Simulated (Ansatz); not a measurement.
# AlF₂H₃OSiZn: a ladder of functionals and wavefunction methods

The task here is to estimate one member of a computed series from the others.

The runs use Ansatz 0.2.0, Gaussian basis; functionals in def2-TZVPP, the program's frozen cores in correlated methods.

The runs, in order: LDA (SPW92), PBE-D4, revPBE-D4, BLYP-D4, r2SCAN-D4, B97M-V, PBE0-D4, B3LYP-D4, r2SCANh-D4, r2SCAN0-D4, HSE06-D4, BHLYP-D4, CAM-B3LYP-D4, LC-ωPBE, ωB97X-V, ωB97M-V, B2PLYP, PBE-QIDH; CCSD(T)/def2-SVP; CCSD(T)/def2-TZVPP; MP2/def2-QZVPP; extrapolation to the limit; RPA on PBE.

## Structure used throughout

All runs share one geometry, relaxed beforehand with PBE0-D4 in a triple-zeta def2 set.

SMILES `[F][Al]([F])[Zn][O][SiH3]`, 9 atoms, charge 0, spin multiplicity 1.

Atoms are counted from 1 here; the program's logs count them from 0.

Bond lengths: F1–Al2 1.644 Å, Al2–F3 1.644 Å, Al2–Zn4 2.419 Å, Zn4–O5 1.769 Å, O5–Si6 1.619 Å, Si6–H7 1.492 Å, Si6–H8 1.492 Å, Si6–H9 1.489 Å. Angles: F1–Al2–F3 117.2°, F1–Al2–Zn4 121.5°, F3–Al2–Zn4 121.3°, Al2–Zn4–O5 178.1°, Zn4–O5–Si6 156.2°, O5–Si6–H7 111.3°, O5–Si6–H8 111.3°, O5–Si6–H9 110.1°, H7–Si6–H8 107.6°, H7–Si6–H9 108.2°, H8–Si6–H9 108.2°.

The first run:

Input file in.yaml:

```yaml
crystal:
  periodic: [false, false, false]
  atoms:
    - {symbol: F, position_ang: [1.990646, -3.837185, 0.688755]}
    - {symbol: Al, position_ang: [2.302435, -2.280616, 0.262943]}
    - {symbol: F, position_ang: [3.840864, -1.919184, -0.189049]}
    - {symbol: Zn, position_ang: [0.569985, -0.592390, 0.289569]}
    - {symbol: O, position_ang: [-0.700693, 0.636112, 0.368538]}
    - {symbol: Si, position_ang: [-1.742938, 1.728755, -0.214062]}
    - {symbol: H, position_ang: [-1.028613, 2.884226, -0.829944]}
    - {symbol: H, position_ang: [-2.625536, 1.133585, -1.259339]}
    - {symbol: H, position_ang: [-2.606161, 2.246707, 0.882579]}
basis:
  gaussian: {orbitals: def2-TZVPP}
hamiltonian: {xc: lda}
output: {orbitals: {seedname: orbitals}}
```

Command:

```bash
> ansatz run in.yaml --threads 2 --pin off --events-out ev --progress --plain --max-ram 22528MiB --backend cuda --devices 0, --max-vram 18GiB
```

Among the steps run: LDA; PBE-D4 (GGA); revPBE-D4 (GGA); BLYP-D4 (GGA); r2SCAN-D4 (meta-GGA); B97M-V (meta-GGA); B3LYP-D4 (hybrid); r2SCANh-D4 (hybrid); r2SCAN0-D4 (hybrid); HSE06-D4 (hybrid); BHLYP-D4 (hybrid); CAM-B3LYP-D4 (range-separated); LC-ωPBE (range-separated); ωB97X-V (range-separated); ωB97M-V (range-separated); B2PLYP (double hybrid); PBE-QIDH (double hybrid).

One table of the session follows, with a row left open; its other results are not shown here.

It belongs to the step «Orbital energies across the functionals». 

| functional | HOMO (eV) | LUMO (eV) | gap (eV) |
| --- | --- | --- | --- |
| LDA (SPW92) | -7.06 | -3.14 | 3.92 |
| PBE-D4 | -6.94 | -2.93 | 4.01 |
| revPBE-D4 | ? | ? | ? |
| BLYP-D4 | -6.84 | -2.82 | 4.02 |
| r2SCAN-D4 | -7.24 | -2.76 | 4.48 |
| B97M-V | -7.33 | -2.90 | 4.43 |
| PBE0-D4 | -8.32 | -2.24 | 6.08 |
| B3LYP-D4 | -8.11 | -2.44 | 5.67 |
| r2SCANh-D4 | -7.75 | -2.51 | 5.24 |
| r2SCAN0-D4 | -8.53 | -2.15 | 6.38 |
| HSE06-D4 | -7.91 | -2.60 | 5.31 |
| BHLYP-D4 | -9.60 | -1.54 | 8.06 |
| CAM-B3LYP-D4 | -9.74 | -1.33 | 8.41 |
| LC-ωPBE | -11.08 | -0.26 | 10.82 |
| ωB97X-V | -10.74 | -0.37 | 10.36 |
| ωB97M-V | -10.59 | -0.60 | 10.00 |

**Question.** Estimate the row for revPBE-D4.

As computed: HOMO (eV): -6.88; LUMO (eV): -2.83; gap (eV): 4.05. In the column «HOMO (eV)» it lies between PBE-D4 (-6.94) and BLYP-D4 (-6.84).
